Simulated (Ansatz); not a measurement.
**SiF3 (trifluorosilyl) at USVWN5/STO-3G**

What is the energy change on altering one bond length of SiF3 (trifluorosilyl) at USVWN5/STO-3G? 

The calculation is run with Ansatz 0.2.0.

9 further runs of the same task are left out: 7 that didn't finish, 2 set aside as unsound or not needed.

## 1. The structure to begin with

The species is SiF3 (4 atoms), meant as a doublet with charge 0. SMILES: `F[Si](F)F`. The coordinates come from a PBE0-D4/def2-TZVP relaxation.

Bond lengths: F1–Si2 1.581 Å, Si2–F3 1.581 Å, Si2–F4 1.581 Å. Angles: F1–Si2–F3 107.9°, F1–Si2–F4 107.9°, F3–Si2–F4 107.9°.

## 2. A single-point energy at USVWN5/STO-3G

Contents of run.yaml:

```yaml
crystal:
  periodic: [false, false, false]
  atoms:
    - {symbol: F, position_ang: [0.784850, -0.507040, 1.151700]}
    - {symbol: Si, position_ang: [-0.282750, 0.213060, 0.234280]}
    - {symbol: F, position_ang: [-0.994260, -0.892250, -0.644340]}
    - {symbol: F, position_ang: [0.492160, 1.186230, -0.741640]}
basis:
  gaussian:
    orbitals: STO-3G
magnetization:
  spin_polarized: true
  initial_magnetization: 1
hamiltonian:
  xc: {name: SVWN5}
accuracy: high
```

Launch:

```bash
ansatz run run.yaml --threads 1 --pin off --max-ram 3480MiB --events-out events.jsonl --progress --plain --runs-dir runs
```

Output:

```text
Warning: RAYON_NUM_THREADS=1 ignored (pool sized by the plan → 1); use --threads N
Functional definition: SVWN5
  name "SVWN5"
  exchange = slater_x
  correlation = vwn5_c
460 factors; integrals over basis functions are off by at most 3.1e-8 eV
mean field evaluation 1: about -15731.5263 eV, gradient 1.4e1 eV
mean field evaluation 2: about -15729.9343 eV, gradient 2.1e1 eV
mean field evaluation 4: about -15733.0605 eV, gradient 9.0e-2 eV
mean field evaluation 8: about -15733.0464 eV, gradient 6.5e-4 eV
mean field evaluation 16: about -15733.0464 eV, gradient 2.5e-8 eV
mean field -15733.04636241 eV, -578.1787895766 hartree, gradient 2.5e-8 eV, S^2 0.750295; 0 other end points of the search recorded, 0 dependent functions left out
reference -15733.04636362 eV, -578.1787896213 hartree; 21, 20 occupied and 3, 4 virtual orbitals, 460 factors
Total energy: -15733.04636362 eV, -578.1787896213 hartree
```

Wall time 0.97 s (1 thread of Intel Xeon Platinum 8375C at 2.90GHz (Ice Lake), shared host); peak memory 0.14 GiB.

## 3. The distorted shape, same level

Contents of in.yaml:

```yaml
crystal:
  periodic: [false, false, false]
  atoms:
    - symbol: F
      position_ang: [1.051741, -0.687059, 1.381047]
    - symbol: Si
      position_ang: [-0.282750, 0.213060, 0.234280]
    - symbol: F
      position_ang: [-0.994260, -0.892250, -0.644340]
    - symbol: F
      position_ang: [0.492160, 1.186230, -0.741640]
basis:
  gaussian: {orbitals: STO-3G}
magnetization: {spin_polarized: true, initial_magnetization: 1}
accuracy: high
hamiltonian: {xc: {name: SVWN5}}
```

Launch:

```bash
ansatz run in.yaml --threads 1 --pin off --max-ram 3480MiB --events-out events.jsonl --progress --plain --runs-dir runs
```

Output:

```text
Warning: RAYON_NUM_THREADS=1 ignored (pool sized by the plan → 1); use --threads N
[... 4 set-up lines as earlier in the session ...]
449 factors; integrals over basis functions are off by at most 2.8e-8 eV
mean field evaluation 1: about -15729.6533 eV, gradient 1.7e1 eV
mean field evaluation 2: about -15689.0700 eV, gradient 8.2e1 eV
mean field evaluation 4: about -15730.9693 eV, gradient 1.3e1 eV
mean field evaluation 8: about -15732.1962 eV, gradient 7.5e-2 eV
mean field evaluation 16: about -15732.1963 eV, gradient 3.3e-6 eV
mean field -15732.19625835 eV, -578.1475488288 hartree, gradient 1.3e-8 eV, S^2 0.751351; 2 other end points of the search recorded, 0 dependent functions left out
reference -15732.19625957 eV, -578.1475488737 hartree; 21, 20 occupied and 3, 4 virtual orbitals, 449 factors
Total energy: -15732.19625957 eV, -578.1475488737 hartree
```

It took 1.2 s on 1 thread of Intel Xeon Platinum 8375C at 2.90GHz (Ice Lake), shared host; peak memory 0.14 GiB.

## 4. Summary of results

At USVWN5/STO-3G:

```
                                                          quantity          value
                                         first shape: total energy  -578.17879 Eh
                                                 first shape: ⟨S²⟩          0.750
                                     distorted shape: total energy  -578.14755 Eh
                                             distorted shape: ⟨S²⟩          0.751
energy change with the F1–Si2 bond stretched from 1.581 to 1.976 Å       0.850 eV
```

With the F1–Si2 bond stretched from 1.581 to 1.976 Å the energy rises by 0.85 eV (82.0 kJ/mol). The first shape isn't relaxed at this level, so the change isn't measured from a minimum. The minimal basis adds a large error of its own.
